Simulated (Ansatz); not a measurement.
# MgB (Pm-3m) in Ansatz: further runs

The runs below take MgB through single point, equation of state, with PBE.

Program: Ansatz 0.2.0. These are calculated values, not measurements. Logs are shortened: lines on timing, memory, paths and dates and some standing lists are left out, and cuts for length are marked.

## 1. The crystal as given

It takes space group Pm-3m (No. 221, cubic). Conventional cell: a = 2.895 Å, b = 2.895 Å, c = 2.895 Å, α = 90.00°, β = 90.00°, γ = 90.00°. Around Mg (site symmetry m-3m) lie 8 B at 2.51 Å. B (site symmetry m-3m) is surrounded by 8 Mg at 2.51 Å.

The cell was built by a generator and needn't be a form met in nature.

## 2. Single point, PBE, 11.41 Å³/atom (volume scaled by 0.94)

Input file input.yaml:

```yaml
crystal:
  lattice:
    - [2.8360487226, 0.0, 0.0]
    - [0.0, 2.8360487226, 0.0]
    - [0.0, 0.0, 2.8360487226]
  atoms:
    - { symbol: Mg, position: [0.0, 0.0, 0.0] }
    - { symbol: B, position: [0.5, 0.5, 0.5] }
hamiltonian:
  xc: pbe
  pseudopotentials: { kind: nc, accuracy: stringent }
kpoints:
  mp_grid: { grid: [9, 9, 9] }
scf:
  occupations: { method: fermi_dirac, width: 0.05 }
output:
  forces: true
  stress: true
  eigenvalues: true
```

Potentials or basis: PseudoDojo stringent (PBE files).

Launch:

```
$ ansatz run input.yaml --threads 2 --pin off --max-ram 5632MiB --backend cpu --events-out ev --progress --plain --runs-dir out
```

Standard output:

```text
Warning: The stringent table, which hamiltonian.pseudopotentials names, holds the potential of the library's standard table for Mg, B (one content_sha256, or a second file that the publisher made of the same generator input, which states another). The run takes no other species from the library, so that hamiltonian.pseudopotentials.accuracy: standard would change no potential of it. The deck needs no change, but a comparison with a run at hamiltonian.pseudopotentials.accuracy: standard does not test the potential of Mg, B. With hamiltonian.pseudopotentials.accuracy and source left out a run reads another potential of Mg, B, from this project's own files. To test it, run on another potential, such as that of hamiltonian.pseudopotentials: {kind: paw}
Warning: RAYON_NUM_THREADS=2 ignored (pool sized by the plan → 2); use --threads N
Engine: ansatz 0.2.0, aarch64-unknown-linux-gnu
Pseudopotentials: kind: nc
Pseudopotential: Mg, nc, valence charge 10, recommended cutoff 1142.878222 eV (normal), Mg.nc.azcp (PseudoDojo's, or run here from an input of PseudoDojo's; its table is named by hamiltonian.pseudopotentials.accuracy)
Pseudopotential: B, nc, valence charge 3, recommended cutoff 1034.032677 eV (normal), B.nc.azcp (PseudoDojo's, or run here from an input of PseudoDojo's; its table is named by hamiltonian.pseudopotentials.accuracy)
Functional definition: PBE
  parameter kappa = 0.804
  parameter beta = 0.06672455060314922
  exchange = pbe_x(kappa = kappa, mu = beta*pi^2/3)
  correlation = pbe_c(beta = beta)
Crystal: 2 atoms, lattice volume = 22.811 Å³
Basis set: ecut = 1142.878222 eV, 2007 PW (Γ), exchange–correlation on 64×64×64 points (8 copies of the dense FFT grid, shifted against one another)
Bands: 11, of which v1, the nominal top of the filled ones, is band 7 counted from 1 (6 counted from 0)
Symmetry: 48 space group operations
Space group: Pm-3m (ITA 221), of the structure as read, at distance tolerance 2.8e-5 Å
k-points: 35 of 729
Non-local potential: Mg, projectors of the file, l = 0: 2, l = 1: 2
Non-local potential: B, projectors of the file, l = 0: 2, l = 1: 2
Initial density: superposition of atomic densities (chi_scale 0.1, normalization cell, long waves kept (reshape's long-wave potential 0.00 eV rms))
Initial wavefunctions: pseudopotential atomic-orbital guess
Functional: x = pbe(κ = 0.804, μ = 0.2195149727645171), c = pbe(β = 0.06672455060314922)
SCF iter   1: F=—  HF=-1694.714811 eV  |F-HF|=—  |Δ(HF+E_count)|=         —  Δρ=3.03e-2  dr2=2.57e-1  ethr=3.10e-3  ⟨swp⟩=5.9  Hψ=2550  notcnv=0
preconditioner: auto → none  [insulator: Δε(μ)=0.127 eV  Ē_g=11.376 eV  σ=0.050 eV  W_gap=0.56  n_scr=6 (ndim 8)  ℏωp=17.4 eV  f_vac=0.000  D(μ)=0.95/eV (n_scr^D=6)  ε∞_Penn≈3.3]
SCF iter   2: F=—  HF=-1694.636175 eV  |F-HF|=—  |Δ(HF+E_count)|=   7.86e-2  Δρ=1.26e-2  dr2=2.19e-2  ethr=1.98e-3  ⟨swp⟩=2.0  Hψ=810  notcnv=0  defer=11
SCF iter   3: F=—  HF=-1694.635276 eV  |F-HF|=—  |Δ(HF+E_count)|=   8.99e-4  Δρ=3.78e-3  dr2=1.53e-3  ethr=1.69e-4  ⟨swp⟩=2.3  Hψ=559  notcnv=0  defer=11
SCF iter   4: F=—  HF=-1694.635589 eV  |F-HF|=—  |Δ(HF+E_count)|=   3.13e-4  Δρ=1.80e-4  dr2=2.99e-6  ethr=1.18e-5  ⟨swp⟩=1.4  Hψ=402  notcnv=0  defer=11
SCF iter   5: F=—  HF=-1694.635183 eV  |F-HF|=—  |Δ(HF+E_count)|=   4.06e-4  Δρ=4.72e-5  dr2=1.25e-7  ethr=7.69e-10  ⟨swp⟩=9.0  Hψ=2192  notcnv=0
SCF iter   6: F=-1694.635183 eV  HF=-1694.635183 eV  |F-HF|=4.54e-9  |Δ(HF+E_count)|=   3.58e-8  Δρ=7.51e-6  dr2=7.10e-9  ethr=7.69e-10  ⟨swp⟩=4.9  Hψ=1225  notcnv=0
SCF 1 converged in 6 iterations: F = -1694.635183 eV  dr2 = 7.10e-9
SCF converged after 6 iterations
Free energy (F): -1694.635183 eV
Harris-Foulkes:  -1694.635183 eV  (|F-HF|=4.54e-9)
Internal energy: -1694.628005 eV  (E = F + TS)
E sigma→0 (E₀):  -1694.631594 eV
Entropy (-TS):   -0.007178 eV (-3.589 meV/atom)
Fermi energy:    9.197521 eV
--- Per-component energies (eV) ---
  E_band       = -306.566391
  E_kinetic    = 976.428822
  E_local      = -1577.414621  (includes V_loc(G=0)·N_el)
  E_nonlocal   = -489.000014
  E_hartree    = 551.285441
  E_xc         = -248.649830
  E_vxc        = -319.150702  (∫ρ·V_xc dr)
  E_ewald      = -907.277802
  E_smearing   = -0.007178  (= −TS)
  E_closure    = 0.000000  (closes the sum)
  Σ components = -1694.635183   (vs F -1694.635183, Δ=0.00e0)
--- Forces (eV/Å), atoms counted from 1 ---
  atom   1  Mg     0.00000000     0.00000000     0.00000000
  atom   2  B      0.00000000    -0.00000000     0.00000000
  max |Σ_I F_I| component: 2.50e-30 eV/Å
--- Stress (GPa, compression-positive) ---
        6.166846      -0.000000       0.000000
       -0.000000       6.166846       0.000000
        0.000000       0.000000       6.166846
  P = ⅓ Tr σ = 6.1668 GPa (61.668 kbar)
--- Band table (eV; the first three rows and the last of 35) ---
  k-point 0: bands = ["-66.1066", "-32.8760", "-32.8760", "-32.8760", "-2.1021", "11.6632", "11.6632", "11.6632", "16.2358", "16.2358", "18.9037"]
  k-point 1: bands = ["-66.1059", "-32.8838", "-32.8753", "-32.8753", "-1.8975", "10.1669", "11.7788", "11.7788", "16.4637", "17.4954", "19.3869"]
  k-point 2: bands = ["-66.1043", "-32.9035", "-32.8735", "-32.8735", "-1.2911", "7.6979", "12.0956", "12.0956", "17.1458", "18.6667", "21.0307"]
  k-point 34: bands = ["-66.0912", "-32.9243", "-32.9240", "-32.9240", "6.1455", "7.5982", "7.5982", "8.5872", "13.5103", "13.5103", "13.5353"]
```

Run time: 0.95 s. Hardware: 2 threads of Arm Neoverse V2, shared host; peak memory 0.27 GiB.

What came out:

| Quantity | Value |
| --- | --- |
| Free energy | -1694.6352 eV |
| Pressure | 6.2 GPa |
| Band gap on the k mesh | none (metal or under the smearing width) |

## 3. Single point, PBE, 11.65 Å³/atom (volume scaled by 0.96)

input.yaml, as its differences from that of step 2:

```diff
@@ -2,5 +2,5 @@
   lattice:
-    - [2.8360487226, 0.0, 0.0]
-    - [0.0, 2.8360487226, 0.0]
-    - [0.0, 0.0, 2.8360487226]
+    - [2.8560215548, 0.0, 0.0]
+    - [0.0, 2.8560215548, 0.0]
+    - [0.0, 0.0, 2.8560215548]
   atoms:
```

Potentials or basis: PseudoDojo stringent (PBE files).

Launch:

```
$ ansatz run input.yaml --threads 2 --pin off --max-ram 5632MiB --backend cpu --events-out ev --progress --plain --runs-dir out
```

Wall time 0.98 s (2 threads of Arm Neoverse V2, shared host); peak memory 0.27 GiB.

It converged, with:

- Free energy: -1694.6505 eV
- Pressure: 4.0 GPa
- Band gap on the k mesh: none (metal or under the smearing width)

## 4. Single point, PBE, 11.89 Å³/atom (volume scaled by 0.98)

input.yaml, as its differences from that of step 3:

```diff
@@ -2,5 +2,5 @@
   lattice:
-    - [2.8560215548, 0.0, 0.0]
-    - [0.0, 2.8560215548, 0.0]
-    - [0.0, 0.0, 2.8560215548]
+    - [2.8757188776, 0.0, 0.0]
+    - [0.0, 2.8757188776, 0.0]
+    - [0.0, 0.0, 2.8757188776]
   atoms:
```

Launch:

```
$ ansatz run input.yaml --threads 2 --pin off --max-ram 5632MiB --backend cpu --events-out ev --progress --plain --runs-dir out
```

Run time: 0.97 s. Hardware: 2 threads of Arm Neoverse V2, shared host; peak memory 0.27 GiB.

The run converged. Its results:

| Item | Value |
| --- | --- |
| Free energy | -1694.6596 eV |
| Pressure | 2.1 GPa |
| Band gap on the k mesh | none (metal or under the smearing width) |

## 5. Single point, PBE, 12.13 Å³/atom

input.yaml, as its differences from that of step 4:

```diff
@@ -2,5 +2,5 @@
   lattice:
-    - [2.8757188776, 0.0, 0.0]
-    - [0.0, 2.8757188776, 0.0]
-    - [0.0, 0.0, 2.8757188776]
+    - [2.89515, 0.0, 0.0]
+    - [0.0, 2.89515, 0.0]
+    - [0.0, 0.0, 2.89515]
   atoms:
```

Launch:

```
$ ansatz run input.yaml --threads 2 --pin off --max-ram 5632MiB --backend cpu --events-out ev --progress --plain --runs-dir out
```

It took 1 s on 2 threads of Arm Neoverse V2, shared host; peak memory 0.27 GiB.

Results (log left out):

- Free energy: -1694.6632 eV
- Pressure: 0.3 GPa
- Band gap on the k mesh: none (metal or under the smearing width)

## 6. Single point, PBE, 12.38 Å³/atom (volume scaled by 1.02)

input.yaml, as its differences from that of step 5:

```diff
@@ -2,5 +2,5 @@
   lattice:
-    - [2.89515, 0.0, 0.0]
-    - [0.0, 2.89515, 0.0]
-    - [0.0, 0.0, 2.89515]
+    - [2.9143237376, 0.0, 0.0]
+    - [0.0, 2.9143237376, 0.0]
+    - [0.0, 0.0, 2.9143237376]
   atoms:
```

Potentials or basis: PseudoDojo stringent (PBE files).

Launch:

```
$ ansatz run input.yaml --threads 2 --pin off --max-ram 5632MiB --backend cpu --events-out ev --progress --plain --runs-dir out
```

It took 1.3 s on 2 threads of Arm Neoverse V2, shared host; peak memory 0.28 GiB.

It converged, with:

```yaml
Free_energy: -1694.6617 eV
Pressure: -1.3 GPa
Band_gap_on_the_k_mesh: none (metal or under the smearing width)
```

## 7. Single point, PBE, 12.62 Å³/atom (volume scaled by 1.04)

input.yaml, as its differences from that of step 6:

```diff
@@ -2,5 +2,5 @@
   lattice:
-    - [2.9143237376, 0.0, 0.0]
-    - [0.0, 2.9143237376, 0.0]
-    - [0.0, 0.0, 2.9143237376]
+    - [2.933248448, 0.0, 0.0]
+    - [0.0, 2.933248448, 0.0]
+    - [0.0, 0.0, 2.933248448]
   atoms:
```

Launch:

```
$ ansatz run input.yaml --threads 2 --pin off --max-ram 5632MiB --backend cpu --events-out ev --progress --plain --runs-dir out
```

It took 1.3 s on 2 threads of Arm Neoverse V2, shared host; peak memory 0.29 GiB.

It converged, with:

```yaml
Free_energy: -1694.6556 eV
Pressure: -2.7 GPa
Band_gap_on_the_k_mesh: none (metal or under the smearing width)
```

## 8. Single point, PBE, 12.86 Å³/atom (volume scaled by 1.06)

input.yaml, as its differences from that of step 7:

```diff
@@ -2,5 +2,5 @@
   lattice:
-    - [2.933248448, 0.0, 0.0]
-    - [0.0, 2.933248448, 0.0]
-    - [0.0, 0.0, 2.933248448]
+    - [2.9519320628, 0.0, 0.0]
+    - [0.0, 2.9519320628, 0.0]
+    - [0.0, 0.0, 2.9519320628]
   atoms:
```

Launch:

```
$ ansatz run input.yaml --threads 2 --pin off --max-ram 5632MiB --backend cpu --events-out ev --progress --plain --runs-dir out
```

Wall time 1.2 s (2 threads of Arm Neoverse V2, shared host); peak memory 0.29 GiB.

Results (log left out):

| Property | Result |
| --- | --- |
| Free energy | -1694.6452 eV |
| Pressure | -4.1 GPa |
| Band gap on the k mesh | none (metal or under the smearing width) |

## 9. Equation of state, PBE

Potentials or basis: PseudoDojo stringent.

This step only gathers the single runs of the series.

What came out:

- Equilibrium volume: 12.18 Å³/atom
- Bulk modulus: 83 GPa
- Pressure derivative of the bulk modulus: 3.6 (rough: it moves with the points fitted)

Energy against volume, from the lowest point:
```tsv
volume (Å³/atom)	energy (meV/atom)
11.405	14.01
11.648	6.35
11.891	1.79
12.133	0.00
12.376	0.74
12.619	3.80
12.861	9.00
```
